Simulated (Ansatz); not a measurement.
# CHClGeNO (SMILES O=C=[N][GeH][Cl]) at USVWN5/def2-SVP

What is the vertical ionisation energy of CHClGeNO at USVWN5/def2-SVP? 

Program for the calculation: Ansatz 0.2.0.

123 further runs of the same task are left out: 123 set aside as unsound or not needed.

### Step 1. The structure to begin with

CHClGeNO: 6 atoms, total charge 0, spin state doublet. As SMILES, `O=C=[N][GeH][Cl]`. The shape is that of a PBE0-D4/def2-TZVP optimisation. This is one conformer, not always the lowest.

Bond lengths: O1–C2 1.162 Å, C2–N3 1.206 Å, N3–Ge4 1.830 Å, Ge4–Cl5 2.157 Å, Ge4–H6 1.549 Å. Angles: O1–C2–N3 176.3°, C2–N3–Ge4 138.6°, N3–Ge4–Cl5 107.6°, N3–Ge4–H6 105.4°, Cl5–Ge4–H6 108.2°.

### Step 2. A single-point energy at USVWN5/def2-SVP

Contents of molecule.yaml:

```yaml
basis:
  gaussian:
    orbitals: def2-SVP
crystal:
  periodic: [false, false, false]
  atoms:
    - {symbol: O, position_ang: [0.024100, -1.617100, -2.245100]}
    - {symbol: C, position_ang: [-0.242900, -1.020000, -1.284700]}
    - {symbol: "N", position_ang: [-0.575200, -0.454300, -0.273000]}
    - {symbol: Ge, position_ang: [-0.153300, 1.067300, 0.651100]}
    - {symbol: Cl, position_ang: [1.946900, 0.976200, 1.132800]}
    - {symbol: H, position_ang: [-0.957700, 0.983900, 1.972700]}
total_charge: 0
magnetization:
  spin_polarized: true
  initial_magnetization: 1
hamiltonian:
  xc: {name: SVWN5}
accuracy: high
output:
  orbitals: {seedname: orbitals}
```

Started as:

```bash
$ ansatz run molecule.yaml --threads 1 --pin off --max-ram 3480MiB --events-out events.jsonl --progress --plain --runs-dir runs
```

Log:

```text
Warning: RAYON_NUM_THREADS=1 ignored (pool sized by the plan → 1); use --threads N
Functional definition: SVWN5
  name "SVWN5"
  exchange = slater_x
  correlation = vwn5_c
1963 factors; integrals over basis functions are off by at most 4.4e-9 eV
mean field evaluation 1: about -73448.7494 eV, gradient 4.3e1 eV
mean field evaluation 2: about -73403.9651 eV, gradient 1.0e2 eV
mean field evaluation 4: about -73454.8927 eV, gradient 1.4e1 eV
mean field evaluation 8: about -73455.8044 eV, gradient 4.0e-1 eV
mean field evaluation 16: about -73455.8034 eV, gradient 3.0e-4 eV
mean field -73455.80339420 eV, -2699.4509846048 hartree, gradient 2.0e-8 eV, S^2 0.750865; 0 other end points of the search recorded, 0 dependent functions left out
reference -73455.80339666 eV, -2699.4509846955 hartree; 36, 35 occupied and 61, 62 virtual orbitals, 1963 factors
Total energy: -73455.80339666 eV, -2699.4509846955 hartree
```

Run time: 6.6 s. Hardware: 1 thread of Arm Neoverse V1, shared host; peak memory 0.26 GiB.

### Step 3. The singlet cation at the same level

Contents of run.yaml:

```yaml
crystal:
  periodic: [false, false, false]
  atoms:
    - {symbol: O, position_ang: [0.024100, -1.617100, -2.245100]}
    - {symbol: C, position_ang: [-0.242900, -1.020000, -1.284700]}
    - {symbol: N, position_ang: [-0.575200, -0.454300, -0.273000]}
    - {symbol: Ge, position_ang: [-0.153300, 1.067300, 0.651100]}
    - {symbol: Cl, position_ang: [1.946900, 0.976200, 1.132800]}
    - {symbol: H, position_ang: [-0.957700, 0.983900, 1.972700]}
basis:
  gaussian: {orbitals: def2-SVP}
output: {orbitals: {seedname: orbitals}}
hamiltonian: {xc: {name: SVWN5}}
accuracy: high
total_charge: 1
```

Started as:

```bash
$ ansatz run run.yaml --threads 1 --pin off --max-ram 3480MiB --events-out events.jsonl --progress --plain --runs-dir runs
```

Log:

```text
Warning: RAYON_NUM_THREADS=1 ignored (pool sized by the plan → 1); use --threads N
[... 4 set-up lines as earlier in the session ...]
1962 factors; integrals over basis functions are off by at most 4.4e-9 eV
mean field evaluation 1: about -73432.1323 eV, gradient 8.4e1 eV
mean field evaluation 2: about -73298.6818 eV, gradient 2.0e2 eV
mean field evaluation 4: about -73443.7216 eV, gradient 3.2e1 eV
mean field evaluation 8: about -73447.0364 eV, gradient 2.3e0 eV
mean field evaluation 16: about -73447.0475 eV, gradient 1.4e-3 eV
mean field -73447.04750979 eV, -2699.1292117880 hartree, gradient 8.7e-8 eV, S^2 0.000000; 0 other end points of the search recorded, 0 dependent functions left out
reference -73447.04751231 eV, -2699.1292118806 hartree; 35, 35 occupied and 62, 62 virtual orbitals, 1962 factors
Total energy: -73447.04751231 eV, -2699.1292118806 hartree
```

It took 4.8 s on 1 thread of Arm Neoverse V1, shared host; peak memory 0.23 GiB.

### Step 4. Summary of results

Level: USVWN5/def2-SVP.

| quantity | value |
| --- | --- |
| doublet CHClGeNO: total energy | -2699.45098 Eh |
| doublet CHClGeNO: HOMO energy (highest over α and β) | -5.69 eV |
| doublet CHClGeNO: LUMO energy (lowest over α and β) | -4.88 eV |
| doublet CHClGeNO: ⟨S²⟩ | 0.751 |
| singlet cation: total energy | -2699.12921 Eh |
| singlet cation: HOMO energy | -13.41 eV |
| singlet cation: LUMO energy | -11.79 eV |
| singlet cation: HOMO–LUMO gap | 1.62 eV |
| vertical ionisation energy (to the singlet cation) | 8.756 eV |

The vertical ionisation energy comes to 8.76 eV (202 kcal/mol). Only the singlet of the ionised species was computed; a triplet could lie lower.
